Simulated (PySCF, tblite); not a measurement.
# C₂H₄ClGeN₃: geometry, infrared bands and NMR shifts

Wanted: the infrared bands and NMR shifts of C₂H₄ClGeN₃ (`Clc1cn[n]([GeH3])n1`), by calculation.

Computed with tblite 0.8.0 and PySCF 2.14.0, with density-fitted response routines of our own, on a single molecule in the gas phase. Atoms count from 0, in the outputs and in this text.

### 1 The molecule as given

11 atoms, charge 0, multiplicity 1; geometry from: force field or distance geometry start.

Bonds of the start (Å): Cl0–C1 1.73, C1–C2 1.39, C2–N3 1.33, N3–N4 1.31, N4–Ge5 1.86, N4–N6 1.33, N6–C1 1.35, C2–H7 1.08, Ge5–H8 1.55, Ge5–H9 1.55, Ge5–H10 1.55.

### 2 Geometry optimisation with GFN2-xTB

What the job is given:

```
{"job": {"kind": "relax", "xc": "GFN2-xTB", "basis": "xTB"}, "charge": 0, "multiplicity": 1}
Cl    -3.199800     0.866000    -1.343600
C     -1.781900     0.314400    -0.513500
C     -1.726100    -0.554400     0.573000
N     -0.442300    -0.715100     0.887500
N      0.250000     0.020100     0.055400
Ge     2.107800     0.093500     0.019500
N     -0.517700     0.657700    -0.826900
H     -2.565500    -1.015300     1.074100
H      2.573000     1.471700    -0.514200
H      2.654000    -1.027200    -0.895300
H      2.653900    -0.108600     1.457900
```

Started as:

```bash
OMP_NUM_THREADS=1 python probes_run.py task.json out
```

This one command runs all jobs of the session in turn.

Standard output:

```text
step      E/eV     max force
  0    -586.37691    1.116
  1    -586.44071    0.655
  2    -586.47936    0.427
  3    -586.49637    0.418
  4    -586.51160    0.478
  5    -586.52470    0.328
  6    -586.53575    0.274
  7    -586.54372    0.245
  8    -586.55062    0.336
  9    -586.55659    0.306
 10    -586.56197    0.197
 11    -586.56510    0.153
 12    -586.56618    0.096
 13    -586.56644    0.040
 14    -586.56650    0.016
 15    -586.56652    0.010
```

It took 0.08 s on 1 thread of Arm Neoverse V2, shared host.

The steps of the relaxation:

| step | energy from step 0 (eV) | largest force (eV/Å) |
| --- | --- | --- |
| 0 | 0.0000 | 1.1161 |
| 1 | -0.0638 | 0.6550 |
| 2 | -0.1025 | 0.4265 |
| 3 | -0.1195 | 0.4176 |
| 4 | -0.1347 | 0.4781 |
| 5 | -0.1478 | 0.3282 |
| 6 | -0.1588 | 0.2742 |
| 7 | -0.1668 | 0.2452 |
| 8 | -0.1737 | 0.3362 |
| 9 | -0.1797 | 0.3063 |
| 10 | -0.1851 | 0.1968 |
| 11 | -0.1882 | 0.1530 |
| 12 | -0.1893 | 0.0960 |
| 13 | -0.1895 | 0.0401 |
| 14 | -0.1896 | 0.0159 |
| 15 | -0.1896 | 0.0100 |

Distances of close pairs at the start and the end, largest changes first:

| bond | before (Å) | after (Å) | change (Å) |
| --- | --- | --- | --- |
| Ge5–H10 | 1.552 | 1.486 | -0.065 |
| Ge5–H8 | 1.549 | 1.486 | -0.064 |
| Ge5–H9 | 1.546 | 1.493 | -0.054 |
| Cl0–C1 | 1.733 | 1.696 | -0.038 |
| C1–N6 | 1.347 | 1.326 | -0.021 |
| N4–Ge5 | 1.860 | 1.841 | -0.018 |
| N4–N6 | 1.332 | 1.317 | -0.015 |
| C1–C2 | 1.392 | 1.404 | +0.012 |

The final coordinates are the input of the step that follows.

### 3 Infrared spectrum with GFN2-xTB

What the job is given:

```
{"job": {"kind": "ir", "xc": "GFN2-xTB", "basis": "xTB"}, "charge": 0, "multiplicity": 1}
Cl    -3.085604     0.888831    -1.358574
C     -1.727382     0.317879    -0.519512
C     -1.678511    -0.555484     0.578948
N     -0.407174    -0.705139     0.900374
N      0.267536     0.034804     0.047578
Ge     2.107543     0.094199     0.017120
N     -0.486276     0.667534    -0.827279
H     -2.470686    -1.040081     1.108871
H      2.427037     1.439973    -0.525399
H      2.560369    -1.008440    -0.881494
H      2.498573    -0.131406     1.433403
```

Standard output:

```text
mode    cm-1     km/mol
  1       5.8      0.06
  2      89.1      1.26
  3      91.4      2.10
  4     260.2      2.58
  5     274.7      5.76
  6     312.1     23.98
  7     498.2     26.71
  8     560.7     90.47
  9     573.0     99.99
 10     656.1      0.57
 11     668.0      0.61
 12     723.8    266.00
 13     788.9    143.87
 14     818.1     41.01
 15     821.6     72.36
 16     976.2     21.41
 17     995.6     17.17
 18    1072.0     10.43
 19    1194.5    169.65
 20    1269.2     33.98
 21    1357.8     28.15
 22    1366.0     20.23
 23    1470.7     15.20
 24    2033.2     83.33
 25    2109.0    311.59
 26    2144.5    310.97
 27    3200.3      2.44
```

Wall time 0.25 s (1 thread of Arm Neoverse V2, shared host).

Which atoms move in the most intense modes:

| cm⁻¹ | km/mol | atoms |
| --- | --- | --- |
| 561 | 90.5 | H9 54 %, H8 19 %, H10 16 % |
| 573 | 100.0 | H10 39 %, H8 37 % |
| 724 | 266.0 | H10 39 %, H8 37 %, H9 21 % |
| 789 | 143.9 | H8 41 %, H10 39 %, H9 18 % |
| 1194 | 169.7 | N4 65 %, N6 14 %, N3 14 % |
| 2033 | 83.3 | H9 65 %, H10 18 %, H8 16 % |
| 2109 | 311.6 | H10 37 %, H9 33 %, H8 28 % |
| 2144 | 311.0 | H8 54 %, H10 44 % |

### 4 Shielding tensors: PBE0/pcSseg-1

Same as in step 3 but for these lines:

```diff
@@ -1,2 +1,2 @@
-{"job": {"kind": "ir", "xc": "GFN2-xTB", "basis": "xTB"}, "charge": 0, "multiplicity": 1}
+{"job": {"kind": "nmr", "xc": "PBE0", "basis": "pcSseg-1"}, "charge": 0, "multiplicity": 1}
 Cl    -3.085604     0.888831    -1.358574
```

With the program's defaults for keys left out, this is: GIAO PBE0/pcSseg-1 NMR shielding, non-relativistic, gas phase.

Standard output:

```text
coarse grid: 49344 points
cycle   1  E = -2779.0145688353  dE =  7.422e-01  |g| = 9.119e-01  |ddm| = 3.527e+00
cycle   2  E = -2778.9809986920  dE =  3.357e-02  |g| = 9.619e-01  |ddm| = 1.011e+00
cycle   3  E = -2779.0766992649  dE = -9.570e-02  |g| = 1.729e-01  |ddm| = 6.443e-01
cycle   4  E = -2779.0813313726  dE = -4.632e-03  |g| = 9.323e-02  |ddm| = 1.781e-01
cycle   5  E = -2779.0829126683  dE = -1.581e-03  |g| = 1.679e-02  |ddm| = 6.831e-02
cycle   6  E = -2779.0829675750  dE = -5.491e-05  |g| = 4.693e-03  |ddm| = 1.465e-02
cycle   7  E = -2779.0829720580  dE = -4.483e-06  |g| = 9.249e-04  |ddm| = 4.187e-03
final grid: 101664 points
cycle   8  E = -2779.0829895556  dE =  3.381e-07  |g| = 1.577e-03  |ddm| = 2.176e-03
cycle   9  E = -2779.0829879756  dE =  1.580e-06  |g| = 3.122e-03  |ddm| = 3.654e-03
cycle  10  E = -2779.0829900885  dE = -2.113e-06  |g| = 2.355e-04  |ddm| = 2.442e-03
cycle  11  E = -2779.0829900992  dE = -1.067e-08  |g| = 2.895e-05  |ddm| = 1.621e-04
cycle  12  E = -2779.0829900994  dE = -1.737e-10  |g| = 8.473e-06  |ddm| = 2.692e-05
converged SCF energy = -2779.0829900994

GIAO shielding tensors (ppm)
atom      isotropic    diamagn.    paramagn.     s11        s22        s33       span
  0 Cl     804.385    1145.373    -340.988    593.991    802.155   1017.010    423.019
  1 C       36.262     254.064    -217.801    -43.516     61.978     90.325    133.841
  2 C       46.782     250.961    -204.179    -36.142     49.436    127.051    163.193
  3 N     -116.530     323.178    -439.708   -353.761   -160.938    165.108    518.869
  4 N       -0.696     332.688    -333.384   -111.049      8.969     99.992    211.041
  5 Ge    1467.117    2755.700   -1288.583   1373.336   1423.329   1604.687    231.351
  6 N     -104.819     323.751    -428.570   -328.381   -149.030    162.953    491.334
  7 H       24.048      30.496      -6.448     21.635     23.749     26.759      5.124
  8 H       26.538      28.339      -1.802     19.171     22.830     37.612     18.440
  9 H       26.702      28.309      -1.607     20.425     21.937     37.744     17.319
 10 H       26.550      28.258      -1.708     19.289     22.581     37.779     18.490
```

Wall time 18 s (1 thread of Arm Neoverse V2, shared host); peak memory 0.72 GiB.

Shifts follow as δ = σ(reference) − σ, with reference shieldings (ppm) from runs at the same level and on the same kind of geometry: ¹H TMS 31.72, ¹³C TMS 186.9, ¹⁵N NH3 267.7, ⁷³Ge GeMe4 1331, ³⁵Cl HCl 950. The references are single molecules in the gas phase, so shifts against H2O, NH3, PH3, H3PO4 or CFCl3 are not on the usual liquid scales and can be off by tens of ppm. Atoms listed in one row are averaged.

| atoms | environment | σ (ppm) | δ (ppm) |
| --- | --- | --- | --- |
| C1 | aromatic carbon bearing chlorine | 36.3 | 150.7 |
| C2 | aromatic CH next to a ring nitrogen | 46.8 | 140.1 |
| H7 | hydrogen on an aromatic CH next to a ring nitrogen | 24.05 | 7.67 |
| H8, H9, H10 | hydrogen on a germanium bonded to N | 26.60 | 5.12 |
| Cl0 | chlorine bonded to C | 804 | 145 |
| N3 | pyridine-type nitrogen of an azole | -116.5 | 384.3 |
| N6 | pyridine-type nitrogen of an azole | -104.8 | 372.5 |
| N4 | pyrrole-type ring nitrogen | -0.7 | 268.4 |
| Ge5 | germanium bonded to N, 3 H | 1467 | -136 |

Charges from the same density, by scheme (e):

| atoms | Mulliken | IAO | Hirshfeld | ESP fit |
| --- | --- | --- | --- | --- |
| Cl0 | -0.07 | 0.02 | -0.02 | -0.05 |
| C1 | 0.09 | 0.02 | 0.02 | 0.12 |
| C2 | 0.12 | -0.11 | -0.04 | 0.09 |
| N3 | -0.19 | -0.22 | -0.13 | -0.51 |
| N4 | -0.43 | -0.09 | 0.00 | 0.47 |
| Ge5 | 0.56 | 0.67 | 0.40 | 0.36 |
| N6 | -0.20 | -0.24 | -0.15 | -0.46 |

Mayer bond orders: Cl0–C1 1.04, C1–C2 1.24, C2–N3 1.53, N3–N4 1.20, N4–Ge5 0.60, N4–N6 1.17, N6–C1 1.47.

Ring of atoms C1, C2, N3, N4, N6: NICS(0) -13.0, NICS(1) -13.1, NICS(1)zz -32.1 ppm (means of both faces).

### 5 Outcome

| quantity | value |
| --- | --- |
| strongest single infrared mode (GFN2-xTB) | 2109 cm⁻¹, 312 km/mol |
| zero-point energy (GFN2-xTB) | 37.6 kcal/mol |
| ¹³C shifts against TMS (PBE0/pcSseg-1) | 150.7, 140.1 ppm |
| ¹H shifts against TMS (PBE0/pcSseg-1, means over atoms taken as alike) | 7.67, 5.12 ppm |
| ³⁵Cl shifts against HCl (PBE0/pcSseg-1) | 145 ppm |
| ¹⁵N shifts against NH3 (PBE0/pcSseg-1) | 384.3, 372.5, 268.4 ppm |
| ⁷³Ge shifts against GeMe4 (PBE0/pcSseg-1) | -136 ppm |

**Reading.** The optimisation took 15 steps and gained 0.190 eV; among the close pairs (by a distance rule), Ge5–H10 changed most, from 1.552 to 1.486 Å. All 27 modes are real, so the xTB geometry is a minimum. The strongest single mode, at 2109 cm⁻¹, is spread over several atoms, H10, H9, H8 among them. Unscaled tight-binding wavenumbers are off by several per cent, some by more. Its intensities can rank the bands wrongly. H7 (hydrogen on an aromatic CH next to a ring nitrogen) lies farthest downfield among hydrogen, at 7.67 ppm; aromatic region. At PBE0/pcSseg-1: The widest tensor belongs to N3: span 519 ppm, with a paramagnetic part of -440 ppm. NICS(1)zz of -32 ppm above the planar ring from C1 marks a diatropic (aromatic) ring current. Spin-orbit coupling is left out, which matters for shieldings and couplings at and beside the heavy atoms.
